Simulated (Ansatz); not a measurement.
# CH7GeN: up Jacob's ladder to CCSD(T)

Aim: compute CH7GeN with functionals from several rungs and with coupled cluster, and see how far each lands from CCSD(T) at the basis-set limit for the atomisation energy.

Computed with Ansatz 0.2.0, Gaussian basis. Level: functionals in def2-TZVPP, the program's frozen cores in correlated methods.

Plan: LDA (SPW92), PBE-D4, revPBE-D4, BLYP-D4, r2SCAN-D4, B97M-V, PBE0-D4, B3LYP-D4, r2SCANh-D4, r2SCAN0-D4, HSE06-D4, BHLYP-D4, CAM-B3LYP-D4, LC-ωPBE, ωB97X-V, ωB97M-V, B2PLYP, PBE-QIDH; CCSD(T)/def2-SVP; CCSD(T)/def2-TZVPP; MP2/def2-QZVPP; extrapolation to the limit; RPA on PBE.

### Step 1. The relaxed structure

An earlier PBE0-D4 in a triple-zeta def2 set relaxation fixed the geometry.

SMILES `C[NH][GeH3]`, 10 atoms, charge 0, spin multiplicity 1.

Atoms are counted from 1 here; the program's logs count them from 0.

Bond lengths: C1–N2 1.450 Å, C1–H4 1.094 Å, C1–H5 1.100 Å, C1–H6 1.094 Å, N2–Ge3 1.838 Å, N2–H7 1.010 Å, Ge3–H8 1.536 Å, Ge3–H9 1.537 Å, Ge3–H10 1.549 Å. Angles: N2–C1–H4 110.2°, N2–C1–H5 114.8°, N2–C1–H6 109.5°, H4–C1–H5 107.8°, H4–C1–H6 106.9°, H5–C1–H6 107.3°, C1–N2–Ge3 118.0°, C1–N2–H7 111.6°, Ge3–N2–H7 112.7°, N2–Ge3–H8 107.2°, N2–Ge3–H9 107.0°, N2–Ge3–H10 113.3°, H8–Ge3–H9 111.4°, H8–Ge3–H10 109.6°, H9–Ge3–H10 108.4°.

### Step 2. LDA

This LDA is Slater exchange with PW92 correlation.

Input file in.yaml:

```yaml
crystal:
  periodic: [false, false, false]
  atoms:
    - {symbol: C, position_ang: [-0.831171, 0.706611, -0.869803]}
    - {symbol: N, position_ang: [-0.338198, -0.565503, -0.378231]}
    - {symbol: Ge, position_ang: [0.831330, -0.549318, 1.040124]}
    - {symbol: H, position_ang: [-1.629257, 0.546206, -1.600541]}
    - {symbol: H, position_ang: [-0.068665, 1.345923, -1.339503]}
    - {symbol: H, position_ang: [-1.267528, 1.273534, -0.042429]}
    - {symbol: H, position_ang: [-0.027720, -1.161346, -1.132716]}
    - {symbol: H, position_ang: [1.240795, -2.005141, 1.307677]}
    - {symbol: H, position_ang: [0.076794, 0.051578, 2.237309]}
    - {symbol: H, position_ang: [2.096921, 0.306254, 0.781014]}
basis:
  gaussian: {orbitals: def2-TZVPP}
hamiltonian: {xc: lda}
output: {orbitals: {seedname: orbitals}}
```

The runs that follow: PBE-D4 (GGA); revPBE-D4 (GGA); BLYP-D4 (GGA); r2SCAN-D4 (meta-GGA); B97M-V (meta-GGA); PBE0-D4 (hybrid); B3LYP-D4 (hybrid); r2SCANh-D4 (hybrid); r2SCAN0-D4 (hybrid); HSE06-D4 (hybrid); BHLYP-D4 (hybrid); CAM-B3LYP-D4 (range-separated); LC-ωPBE-D4 (range-separated); ωB97X-V (range-separated); ωB97M-V (range-separated); B2PLYP (double hybrid); PBE-QIDH (double hybrid); CCSD(T) in def2-SVP; CCSD(T) in def2-TZVPP; MP2 in def2-QZVPP; RPA on PBE orbitals.

Q: Predict the results of all the runs planned. Wanted: atomisation energy, CCSD(T)/CBS; farthest beyond LDA; mean size of error, GGA; mean size of error, meta-GGA; mean size of error, hybrid; mean size of error, range-separated; mean size of error, double hybrid; gap, smallest and largest; T1 diagnostic.

**Answer**, as computed:

| quantity | value |
| --- | --- |
| atomisation energy, CCSD(T)/CBS | 3207.0 kJ/mol |
| functionals within 32.1 kJ/mol (1.0 %) | PBE-D4, BLYP-D4, r2SCAN-D4, B97M-V, PBE0-D4, B3LYP-D4, HSE06-D4, CAM-B3LYP-D4, ωB97X-V, ωB97M-V |
| farthest beyond LDA | BHLYP-D4 (-77.5 kJ/mol) |
| mean size of error, GGA | 29.4 kJ/mol |
| mean size of error, meta-GGA | 13.7 kJ/mol |
| mean size of error, hybrid | 37.2 kJ/mol |
| mean size of error, range-separated | 16.2 kJ/mol |
| mean size of error, double hybrid | 42.7 kJ/mol |
| gap, smallest and largest | 4.86 eV (LDA (SPW92)), 12.11 eV (LC-ωPBE) |
| T1 diagnostic | 0.0106 |
| triples share of the correlation energy | 3.5 % |

LDA overbinds by 417.7 kJ/mol (13 %). PBE-D4 is off by +12.8 kJ/mol. Double hybrids carry the basis error of their MP2 part in triple zeta, and no dispersion term here, so their miss is partly the set-up's. The rungs meta-GGA, range-separated, GGA miss on average by less than the doubt on the reference (32.1 kJ/mol), so they tie. Misses under about 32.1 kJ/mol are within the doubt on the reference itself, which lacks core-valence correlation, relativity and higher excitations, and its outer-core shells are covered unevenly. Hartree-Fock recovers 71 % of the binding; the rest is correlation. CCSD(T) in def2-SVP is off by -189.9 kJ/mol, worse than the median functional, from the basis alone. The gap grows from 4.9 to 12.1 eV across the functionals, mostly with the share of exact exchange. Correlated methods include outer-core shells of Ge, which these sets cover unevenly.
